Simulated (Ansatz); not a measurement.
# CHAlFN: a spread of methods and bases

How do the results and run time of CHAlFN respond when the settings are drawn wide?

Computed with Ansatz 0.2.0, Gaussian basis. Level: the settings change from run to run.

## (1) The molecule

An earlier PBE0-D4 in a triple-zeta def2 set relaxation fixed the geometry.

SMILES `[F][Al]1[CH]=[N]1`, 5 atoms, charge 0, spin multiplicity 1.

Atoms are counted from 1 here; the program's logs count them from 0.

Bond lengths: F1–Al2 1.633 Å, Al2–C3 1.818 Å, Al2–N4 1.806 Å, C3–N4 1.302 Å, C3–H5 1.098 Å. Angles: F1–Al2–C3 172.2°, F1–Al2–N4 145.7°, C3–Al2–N4 42.1°, Al2–C3–N4 68.5°, Al2–C3–H5 165.9°, N4–C3–H5 125.6°, Al2–N4–C3 69.4°.

Geometry (Å):

```mol
CHAlFN
  3D, bonds by distance, orders not assigned

  5  5  0  0  0  0  0  0  0  0999 V2000
   -2.0883   -0.8909    1.0996 F   0  0
   -0.7286   -0.3389    0.3831 Al  0  0
    0.8530    0.0378   -0.4308 C   0  0
    0.1766    1.1204   -0.1771 N   0  0
    1.8372   -0.0022   -0.9162 H   0  0
  1  2  8  0
  2  3  8  0
  3  4  8  0
  3  5  8  0
  2  4  8  0
M  END
```

## (2) SPW92/ANO-RCC-VTZP

Contents of in.yaml:

```yaml
crystal:
  periodic: [false, false, false]
  atoms:
    - {symbol: F, position_ang: [-2.088290, -0.890864, 1.099625]}
    - {symbol: Al, position_ang: [-0.728645, -0.338860, 0.383059]}
    - {symbol: C, position_ang: [0.852992, 0.037780, -0.430777]}
    - {symbol: N, position_ang: [0.176598, 1.120413, -0.177078]}
    - {symbol: H, position_ang: [1.837244, -0.002170, -0.916229]}
basis:
  gaussian: {orbitals: ANO-RCC-VTZP}
hamiltonian: {xc: {name: SPW92}}
output: {forces: true}
```

Launch:

```bash
$ ansatz run in.yaml --threads 2 --pin off --events-out ev --progress --plain --max-ram 4352MiB
```

What it wrote:

```text
Functional definition: SPW92
  name "SPW92"
  cite "Dirac, Proc. Camb. Phil. Soc. 26, 376 (1930) doi:10.1017/S0305004100016108"
  cite "Slater, Phys. Rev. 81, 385 (1951) doi:10.1103/PhysRev.81.385"
  cite "Perdew & Wang, Phys. Rev. B 45, 13244 (1992) doi:10.1103/PhysRevB.45.13244"
  exchange = slater_x
  correlation = pw_c
1067 factors; their error is unknown
mean field evaluation 1: about -11794.3091 eV, gradient 7.7e1 eV
mean field evaluation 2: about -11697.2043 eV, gradient 1.8e2 eV
mean field evaluation 4: about -11805.5512 eV, gradient 3.1e1 eV
mean field evaluation 8: about -11807.2724 eV, gradient 1.7e-1 eV
mean field evaluation 16: about -11807.2489 eV, gradient 3.3e-4 eV
mean field -11807.24890039 eV, -433.9083938485 hartree, gradient 2.5e-5 eV, S^2 0.000000; 0 other end points of the search recorded, 0 dependent functions left out
the calculation of the forces begins
reference -11807.24895543 eV, -433.9083958712 hartree; 18, 18 occupied and 120, 120 virtual orbitals, 1067 factors
Total energy: -11807.24895543 eV, -433.9083958712 hartree
Relativity: scalar
Atom 0 at    -2.088290    -0.890864     1.099625 Å, force    -0.251283    -0.026871     0.126928 eV/Å
Atom 1 at    -0.728645    -0.338860     0.383059 Å, force     0.173604    -0.126957    -0.077036 eV/Å
Atom 2 at     0.852992     0.037780    -0.430777 Å, force    -0.262076     0.196870     0.115858 eV/Å
Atom 3 at     0.176598     1.120413    -0.177078 Å, force     0.048204     0.017441    -0.025320 eV/Å
Atom 4 at     1.837244    -0.002170    -0.916229 Å, force     0.291551    -0.060483    -0.140431 eV/Å
Dipole moment:     0.042896    -0.322249     0.003318 e Å
```

Run time: 2.6 s. Hardware: 2 threads of Arm Neoverse V1, shared host.

Largest force 0.348 eV/Å, dipole 1.56 D.

## (3) LC-wPBE/cc-pVTZ-DK

This run has multiplicity 3, restricted open-shell orbitals.

in.yaml: that of step 2 with these lines changed.

```diff
@@ -9,4 +9,4 @@
 basis:
-  gaussian: {orbitals: ANO-RCC-VTZP}
-hamiltonian: {xc: {name: SPW92}}
-output: {forces: true}
+  gaussian: {orbitals: cc-pVTZ-DK}
+magnetization: {spin_polarized: false, initial_magnetization: 2}
+hamiltonian: {xc: {name: LC-wPBE}}
```

Launched as before.

What it wrote, shortened:

```text
Functional definition: LC-wPBE
  name "LC-wPBE"
  cite "Vydrov & Scuseria, J. Chem. Phys. 125, 234109 (2006) doi:10.1063/1.2409292"
  cite "Heyd & Scuseria, J. Chem. Phys. 120, 7274 (2004) doi:10.1063/1.1668634"
  cite "Ernzerhof & Perdew, J. Chem. Phys. 109, 3313 (1998) doi:10.1063/1.476928"
  cite "Perdew, Burke & Ernzerhof, Phys. Rev. Lett. 77, 3865 (1996) doi:10.1103/PhysRevLett.77.3865"
  parent pbe
[...]
819 factors; their error is unknown
249 factors; integrals over basis functions are off by at most 3.0e-5 eV
[...]
mean field -11866.47858092 eV, -436.0850444609 hartree, gradient 5.4e-6 eV, S^2 2.000000; 4 other end points of the search recorded, 0 dependent functions left out
reference -11866.47858093 eV, -436.0850444612 hartree; 19, 17 occupied and 119, 121 virtual orbitals, 819 factors
Total energy: -11866.47858093 eV, -436.0850444612 hartree
Relativity: scalar
```

Wall time 13 s (2 threads of Arm Neoverse V1, shared host).

## (4) B3LYP5/cc-pVDZ

Options: the search for lower states set to off.

in.yaml: that of step 3 with these lines changed.

```diff
@@ -9,4 +9,5 @@
 basis:
-  gaussian: {orbitals: cc-pVTZ-DK}
-magnetization: {spin_polarized: false, initial_magnetization: 2}
-hamiltonian: {xc: {name: LC-wPBE}}
+  gaussian: {orbitals: cc-pVDZ}
+hamiltonian: {xc: {name: B3LYP5}}
+scf: {lower_state_search: off}
+output: {forces: true}
```

Same command.

What it wrote, shortened:

```text
Functional definition: B3LYP5
  name "B3LYP5"
  cite "Stephens, Devlin, Chabalowski & Frisch, J. Phys. Chem. 98, 11623 (1994) doi:10.1021/j100096a001"
  cite "Becke, Phys. Rev. A 38, 3098 (1988) doi:10.1103/PhysRevA.38.3098"
  cite "Lee, Yang & Parr, Phys. Rev. B 37, 785 (1988) doi:10.1103/PhysRevB.37.785"
  cite "Vosko, Wilk & Nusair, Can. J. Phys. 58, 1200 (1980) doi:10.1139/p80-159"
[...]
621 factors; integrals over basis functions are off by at most 1.2e-3 eV
[...]
mean field -11853.30967625 eV, -435.6010961402 hartree, gradient 3.6e-6 eV, S^2 0.000000; 0 other end points of the search recorded, 0 dependent functions left out
[...]
reference -11853.30988746 eV, -435.6011039023 hartree; 18, 18 occupied and 47, 47 virtual orbitals, 621 factors
Total energy: -11853.30988746 eV, -435.6011039023 hartree
Atom 0 at    -2.088290    -0.890864     1.099625 Å, force    -1.274143    -0.493573     0.669943 eV/Å
Atom 1 at    -0.728645    -0.338860     0.383059 Å, force     0.650032    -0.169042    -0.310221 eV/Å
Atom 2 at     0.852992     0.037780    -0.430777 Å, force     0.256229    -0.358900    -0.099249 eV/Å
Atom 3 at     0.176598     1.120413    -0.177078 Å, force     0.030796     1.063596    -0.096015 eV/Å
Atom 4 at     1.837244    -0.002170    -0.916229 Å, force     0.337086    -0.042081    -0.164458 eV/Å
Dipole moment:     0.031220    -0.317516     0.008754 e Å
Checks for a lower state left out: stability, starts, cluster_reference, orbital_swaps, neighbouring_geometries, increment
```

Run time: 0.85 s. Hardware: 2 threads of Arm Neoverse V1, shared host.

Largest force 1.522 eV/Å, dipole 1.53 D.

## (5) B2PLYP/aug-pcseg-2

Set apart from the defaults: multiplicity 3, density fitting with cc-pVTZ-jkfit.

in.yaml: that of step 4 with these lines changed.

```diff
@@ -9,5 +9,4 @@
 basis:
-  gaussian: {orbitals: cc-pVDZ}
-hamiltonian: {xc: {name: B3LYP5}}
-scf: {lower_state_search: off}
-output: {forces: true}
+  gaussian: {orbitals: aug-pcseg-2, fitting: {mean_field: cc-pVTZ-jkfit}}
+magnetization: {spin_polarized: true, initial_magnetization: 2}
+hamiltonian: {xc: {name: B2PLYP}}
```

The command is unchanged.

What it wrote, shortened:

```text
Functional definition: B2PLYP
  name "B2PLYP"
  cite "Grimme, J. Chem. Phys. 124, 034108 (2006) doi:10.1063/1.2148954"
  cite "Becke, Phys. Rev. A 38, 3098 (1988) doi:10.1103/PhysRevA.38.3098"
  cite "Lee, Yang & Parr, Phys. Rev. B 37, 785 (1988) doi:10.1103/PhysRevB.37.785"
[...]
388 factors; integrals over basis functions are off by at most 7.9e-1 eV
[...]
mean field -11844.76722506 eV, -435.2871668493 hartree, gradient 2.7e-6 eV, S^2 2.010409; 4 other end points of the search recorded, 0 dependent functions left out
8 core orbitals not correlated: weight in the atoms' cores, before any rotation towards them, 1.000 or more for the frozen orbitals, at most 0.000 for the correlated occupied ones
reference -11844.76739847 eV, -435.2871732221 hartree; 11, 9 occupied and 192, 194 virtual orbitals, 388 factors
second order -21.60468310 eV of doubles, -0.00000000 eV of singles
Total energy: -11850.60066291 eV, -435.5015417362 hartree
```

Wall time 31 s (2 threads of Arm Neoverse V1, shared host); peak memory 0.55 GiB.

⟨S²⟩ 2.010.

## (6) wB97X-V/cc-pVTZ

in.yaml: that of step 5 with these lines changed.

```diff
@@ -9,4 +9,3 @@
 basis:
-  gaussian: {orbitals: aug-pcseg-2, fitting: {mean_field: cc-pVTZ-jkfit}}
-magnetization: {spin_polarized: true, initial_magnetization: 2}
-hamiltonian: {xc: {name: B2PLYP}}
+  gaussian: {orbitals: cc-pVTZ}
+hamiltonian: {xc: {name: wB97X-V}}
```

The command is unchanged.

What it wrote, shortened:

```text
Functional definition: wB97X-V
  name "wB97X-V"
  cite "Mardirossian & Head-Gordon, Phys. Chem. Chem. Phys. 16, 9904 (2014) doi:10.1039/C3CP54374A"
  cite "Becke, J. Chem. Phys. 107, 8554 (1997) doi:10.1063/1.475007"
  cite "Vydrov & Van Voorhis, J. Chem. Phys. 133, 244103 (2010) doi:10.1063/1.3521275"
[...]
      + integral(e_c_pw_opposite_spin*poly(b97_u_opposite, cos0, cos1)) + vv10(b, c)
827 factors; their error is unknown
177 factors; integrals over basis functions are off by at most 1.6e-5 eV
[...]
mean field -11855.98173580 eV, -435.6992925175 hartree, gradient 2.8e-5 eV, S^2 0.000000; 0 other end points of the search recorded, 0 dependent functions left out
reference -11855.98173378 eV, -435.6992924433 hartree; 18, 18 occupied and 120, 120 virtual orbitals, 827 factors
Total energy: -11855.98173378 eV, -435.6992924433 hartree
```

It took 4.6 s on 2 threads of Arm Neoverse V1, shared host.

## (7) B3LYP5/cc-pVDZ

Options: multiplicity 3, restricted open-shell orbitals, atoms shaken by 0.08 Å, density fitting with cc-pVTZ-jkfit, a point charge of -1.00 e beside it.

Contents of in.yaml:

```yaml
crystal:
  periodic: [false, false, false]
  atoms:
    - {symbol: F, position_ang: [-2.255950, -1.108835, 1.125950]}
    - {symbol: Al, position_ang: [-0.737123, -0.401556, 0.361031]}
    - {symbol: C, position_ang: [0.769850, 0.054024, -0.531555]}
    - {symbol: N, position_ang: [0.211004, 1.076077, -0.133349]}
    - {symbol: H, position_ang: [1.832043, 0.092213, -0.928594]}
basis:
  gaussian: {orbitals: cc-pVDZ, fitting: {mean_field: cc-pVTZ-jkfit}, point_charges: [{charge: -1.00, position_ang: [6.141, -0.193, -0.971]}]}
magnetization: {spin_polarized: false, initial_magnetization: 2}
hamiltonian: {xc: {name: B3LYP5}}
```

Same command.

What it wrote, shortened:

```text
Functional definition: B3LYP5
  name "B3LYP5"
  cite "Stephens, Devlin, Chabalowski & Frisch, J. Phys. Chem. 98, 11623 (1994) doi:10.1021/j100096a001"
  cite "Becke, Phys. Rev. A 38, 3098 (1988) doi:10.1103/PhysRevA.38.3098"
  cite "Lee, Yang & Parr, Phys. Rev. B 37, 785 (1988) doi:10.1103/PhysRevB.37.785"
  cite "Vosko, Wilk & Nusair, Can. J. Phys. 58, 1200 (1980) doi:10.1139/p80-159"
[...]
388 factors; integrals over basis functions are off by at most 1.6e-1 eV
[...]
mean field -11851.60676588 eV, -435.5385153386 hartree, gradient 1.8e-5 eV, S^2 2.000000; 2 other end points of the search recorded, 0 dependent functions left out
reference -11851.60698592 eV, -435.5385234250 hartree; 19, 17 occupied and 46, 48 virtual orbitals, 388 factors
Total energy: -11851.60698592 eV, -435.5385234250 hartree
```

Wall time 2.5 s (2 threads of Arm Neoverse V1, shared host).

## (8) B97/x2c-TZVPPall

Set apart from the defaults: coordinates scaled by 1.12, a point charge of 0.50 e beside it.

Contents of in.yaml:

```yaml
crystal:
  periodic: [false, false, false]
  atoms:
    - {symbol: F, position_ang: [-2.338885, -0.997767, 1.231580]}
    - {symbol: Al, position_ang: [-0.816082, -0.379523, 0.429027]}
    - {symbol: C, position_ang: [0.955351, 0.042314, -0.482471]}
    - {symbol: N, position_ang: [0.197790, 1.254862, -0.198328]}
    - {symbol: H, position_ang: [2.057713, -0.002430, -1.026176]}
basis:
  gaussian: {orbitals: x2c-TZVPPall, point_charges: [{charge: 0.50, position_ang: [5.623, -0.444, 0.760]}]}
hamiltonian: {xc: {name: B97}}
output: {forces: true}
```

Same command.

What it wrote, shortened:

```text
Functional definition: B97
  name "B97"
  cite "Becke, J. Chem. Phys. 107, 8554 (1997) doi:10.1063/1.475007"
[...]
      + integral(e_c_pw_opposite_spin*poly(b97_u_opposite, cos0, cos1, cos2))
836 factors; their error is unknown
[...]
mean field -11870.39438840 eV, -436.2289477314 hartree, gradient 2.4e-5 eV, S^2 0.000000; 0 other end points of the search recorded, 0 dependent functions left out
[...]
reference -11870.39441337 eV, -436.2289486491 hartree; 18, 18 occupied and 131, 131 virtual orbitals, 836 factors
Total energy: -11870.39441337 eV, -436.2289486491 hartree
Relativity: scalar
Atom 0 at    -2.338885    -0.997767     1.231580 Å, force     3.114220     1.169297    -1.615033 eV/Å
Atom 1 at    -0.816082    -0.379523     0.429027 Å, force     0.450845     1.281334    -0.393193 eV/Å
Atom 2 at     0.955351     0.042314    -0.482471 Å, force    -2.543641     2.998079     1.099003 eV/Å
Atom 3 at     0.197790     1.254862    -0.198328 Å, force     1.530370    -5.708867    -0.294634 eV/Å
Atom 4 at     2.057713    -0.002430    -1.026176 Å, force    -2.553006     0.246075     1.202118 eV/Å
Dipole moment:    -0.056203    -0.403618     0.012415 e Å
```

Run time: 4.8 s. Hardware: 2 threads of Arm Neoverse V1, shared host.

Largest force 5.918 eV/Å, dipole 1.96 D.

## (9) RPBE/6-31++G**

This run has D3(BJ) dispersion.

Contents of in.yaml:

```yaml
crystal:
  periodic: [false, false, false]
  atoms:
    - {symbol: F, position_ang: [-2.088290, -0.890864, 1.099625]}
    - {symbol: Al, position_ang: [-0.728645, -0.338860, 0.383059]}
    - {symbol: C, position_ang: [0.852992, 0.037780, -0.430777]}
    - {symbol: N, position_ang: [0.176598, 1.120413, -0.177078]}
    - {symbol: H, position_ang: [1.837244, -0.002170, -0.916229]}
basis:
  gaussian: {orbitals: "6-31++G**"}
hamiltonian: {xc: {name: RPBE}, dispersion: d3bj}
output: {forces: true}
```

The command is unchanged.

What it wrote, shortened:

```text
Functional definition: RPBE
  name "RPBE"
  cite "Hammer, Hansen & Nørskov, Phys. Rev. B 59, 7413 (1999) doi:10.1103/PhysRevB.59.7413"
  cite "Perdew, Burke & Ernzerhof, Phys. Rev. Lett. 77, 3865 (1996) doi:10.1103/PhysRevLett.77.3865"
[...]
823 factors; their error is unknown
[...]
mean field -11855.71887083 eV, -435.6896324081 hartree, gradient 4.9e-6 eV, S^2 0.000000; 0 other end points of the search recorded, 0 dependent functions left out
[...]
reference -11855.71894257 eV, -435.6896350445 hartree; 18, 18 occupied and 68, 68 virtual orbitals, 823 factors
Total energy: -11856.31209944 eV, -435.7114331575 hartree
Atom 0 at    -2.088290    -0.890864     1.099625 Å, force    -1.206766    -0.439492     0.632373 eV/Å
Atom 1 at    -0.728645    -0.338860     0.383059 Å, force     0.313834    -0.419427    -0.124242 eV/Å
Atom 2 at     0.852992     0.037780    -0.430777 Å, force     0.793606    -0.748072    -0.336599 eV/Å
Atom 3 at     0.176598     1.120413    -0.177078 Å, force    -0.228448     1.683502    -0.014338 eV/Å
Atom 4 at     1.837244    -0.002170    -0.916229 Å, force     0.327773    -0.076511    -0.157194 eV/Å
Dipole moment:     0.031348    -0.322234     0.009048 e Å
```

It took 1.3 s on 2 threads of Arm Neoverse V1, shared host.

Largest force 1.699 eV/Å, dipole 1.56 D.

## (10) PBE0/cc-pVTZ

This run has coordinates scaled by 0.96, D4 dispersion, high accuracy.

Contents of in.yaml:

```yaml
crystal:
  periodic: [false, false, false]
  atoms:
    - {symbol: F, position_ang: [-2.004759, -0.855229, 1.055640]}
    - {symbol: Al, position_ang: [-0.699499, -0.325305, 0.367737]}
    - {symbol: C, position_ang: [0.818872, 0.036269, -0.413546]}
    - {symbol: N, position_ang: [0.169534, 1.075596, -0.169995]}
    - {symbol: H, position_ang: [1.763754, -0.002083, -0.879580]}
basis:
  gaussian: {orbitals: cc-pVTZ}
hamiltonian: {xc: {name: PBE0}, dispersion: d4}
accuracy: high
output: {forces: true}
```

Launched as before.

What it wrote, shortened:

```text
Functional definition: PBE0
  name "PBE0"
  cite "Adamo & Barone, J. Chem. Phys. 110, 6158 (1999) doi:10.1063/1.478522"
  cite "Perdew, Burke & Ernzerhof, Phys. Rev. Lett. 77, 3865 (1996) doi:10.1103/PhysRevLett.77.3865"
  parent pbe
[...]
2282 factors; integrals over basis functions are off by at most 3.4e-9 eV
[...]
mean field -11849.75734930 eV, -435.4705505328 hartree, gradient 7.8e-8 eV, S^2 0.000000; 0 other end points of the search recorded, 0 dependent functions left out
[...]
reference -11849.75735210 eV, -435.4705506357 hartree; 18, 18 occupied and 120, 120 virtual orbitals, 2282 factors
Total energy: -11849.82749236 eV, -435.4731282428 hartree
Atom 0 at    -2.004759    -0.855229     1.055640 Å, force    -2.473595    -0.978655     1.301965 eV/Å
Atom 1 at    -0.699499    -0.325305     0.367737 Å, force    -0.127340    -0.802390     0.124018 eV/Å
Atom 2 at     0.818872     0.036269    -0.413546 Å, force     2.051972    -2.164577    -0.853946 eV/Å
Atom 3 at     0.169534     1.075596    -0.169995 Å, force    -0.921960     4.060428     0.149680 eV/Å
Atom 4 at     1.763754    -0.002083    -0.879580 Å, force     1.470924    -0.114807    -0.721717 eV/Å
Dipole moment:    -0.024059    -0.336252     0.037623 e Å
```

Run time: 8.5 s. Hardware: 2 threads of Arm Neoverse V1, shared host; peak memory 0.47 GiB.

Largest force 4.166 eV/Å, dipole 1.63 D.

## (11) The runs in one table

```
             level  charge  multiplicity              geometry  functions  energy (eV)    time
SPW92/ANO-RCC-VTZP       0             1               relaxed        138   -11807.249   2.6 s
LC-wPBE/cc-pVTZ-DK       0             3               relaxed        138   -11866.479    13 s
    B3LYP5/cc-pVDZ       0             1               relaxed         65   -11853.310  0.85 s
B2PLYP/aug-pcseg-2       0             3               relaxed        211   -11850.601    31 s
   wB97X-V/cc-pVTZ       0             1               relaxed        138   -11855.982   4.6 s
    B3LYP5/cc-pVDZ       0             3  shaken, point charge         65   -11851.607   2.5 s
  B97/x2c-TZVPPall       0             1  scaled, point charge        149   -11870.394   4.8 s
    RPBE/6-31++G**       0             1               relaxed         86   -11856.312   1.3 s
      PBE0/cc-pVTZ       0             1                scaled        138   -11849.827   8.5 s
```

## (12) Summary of results

| quantity | value |
| --- | --- |
| runs | 9 |
| quickest | B3LYP5/cc-pVDZ, 0.85 s |
| slowest | B2PLYP/aug-pcseg-2, 31 s |
| spread of total energies, same state and geometry | 49.1 eV |
| dipole, same state and geometry | 1.53 to 1.56 D |

What this shows: B2PLYP/aug-pcseg-2 took 36 times as long as B3LYP5/cc-pVDZ. The jobs differ in tasks and options as well as level. Total energies at one charge and spin differ by 49 eV between levels, so only differences within one level mean anything. Some of these runs are scalar-relativistic and others not, which shifts the totals of all-electron atoms past neon by eV; core potentials, where a basis has them, take the core out of the total altogether. At the PBE0-D4/def2-TZVP geometry and in the same state, runs without warnings or point charges leave forces up to 1.70 eV/Å (RPBE/6-31++G**), against 4.2 eV/Å where the atoms were moved. At that geometry and state the dipole changes by 2 % between the lowest and highest value.
